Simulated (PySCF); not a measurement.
# H6NO3Y (Y(OH)3(NH3)): the cost of one run

Method: PBE0, Y def2-SVP with ECP28, O def2-SVP, H def2-SVP, N def2-SVP; scalar-relativistic core potentials, no spin–orbit coupling; program: PySCF 2.14.0.

1 further run of the same task is left out (for a known fault of the program).

## (1) Where the work starts

11 atoms, charge 0, spin multiplicity 1.

Bond lengths: Y1–O2 2.047 Å, Y1–O4 2.047 Å, Y1–O6 2.047 Å, Y1–N8 2.489 Å, O2–H3 0.955 Å, O4–H5 0.955 Å, O6–H7 0.955 Å, N8–H9 1.021 Å, N8–H10 1.021 Å, N8–H11 1.021 Å. Angles: O2–Y1–O4 118.4°, O2–Y1–O6 118.2°, O2–Y1–N8 97.6°, O4–Y1–O6 118.5°, O4–Y1–N8 97.1°, O6–Y1–N8 97.4°, Y1–O2–H3 173.0°, Y1–O4–H5 171.7°, Y1–O6–H7 172.8°, Y1–N8–H9 112.1°, Y1–N8–H10 112.3°, Y1–N8–H11 111.9°, H9–N8–H10 106.7°, H9–N8–H11 106.7°, H10–N8–H11 106.7°.

Geometry (Å):

```mol
H6NO3Y
  3D, bonds by distance, orders not assigned

 11 10  0  0  0  0  0  0  0  0999 V2000
    0.1553   -0.2022    0.2506 Y   0  0
    1.1744    1.2885    1.2139 O   0  0
    1.7129    1.8986    1.7131 H   0  0
   -1.3951   -1.1119    1.2292 O   0  0
   -2.0229   -1.5837    1.7728 H   0  0
    1.1236   -1.2407   -1.2240 O   0  0
    1.6373   -1.7780   -1.8229 H   0  0
   -1.2251    1.2474   -1.2288 N   0  0
   -1.8079    1.8951   -0.6973 H   0  0
   -0.6552    1.8143   -1.8579 H   0  0
   -1.8556    0.7010   -1.8169 H   0  0
  1  2  8  0
  1  4  8  0
  1  6  8  0
  1  8  8  0
  2  3  8  0
  4  5  8  0
  6  7  8  0
  8  9  8  0
  8 10  8  0
  8 11  8  0
M  END
```

Formal oxidation states: Y +3. An earlier session relaxed this geometry at PBE0, Y def2-SVP with ECP28, O def2-SVP, H def2-SVP, N def2-SVP (singlet, point group Cs).

Its energy there is -322.047267 Eh.

## (2) One electron removed, multiplicity 2

run.py (the lines that set the calculation) reads:

```python
mol = gto.M(atom='''
Y      0.15530    -0.20219     0.25061
O      1.17437     1.28848     1.21386
H      1.71287     1.89859     1.71307
O     -1.39510    -1.11188     1.22920
H     -2.02288    -1.58375     1.77276
O      1.12359    -1.24065    -1.22398
H      1.63733    -1.77802    -1.82287
N     -1.22506     1.24736    -1.22885
H     -1.80794     1.89510    -0.69729
H     -0.65516     1.81428    -1.85789
H     -1.85563     0.70099    -1.81689''',
    basis={'Y': 'def2-SVP', 'O': 'def2-SVP', 'H': 'def2-SVP', 'N': 'def2-SVP'},
    ecp={'Y': 'def2-SVP'},
    charge=1, spin=1)
mf = dft.UKS(mol, xc='PBE0')
mf.grids.atom_grid = (50, 194)
mf = mf.density_fit()  # fitting sets: Y def2-universal-JKFIT, O def2-universal-JKFIT, H def2-universal-JKFIT, N def2-universal-JKFIT
mf.conv_tol = 1e-08; mf.max_cycle = 55
mf.kernel(dm0)  # dm0: the density of the relaxed state
```

Started as:

```console
$ OMP_NUM_THREADS=2 python run.py
```

**Question.** How long does this run take on 2 threads of AMD EPYC 9R45 (Zen 5), shared host?

About 3.4 s.
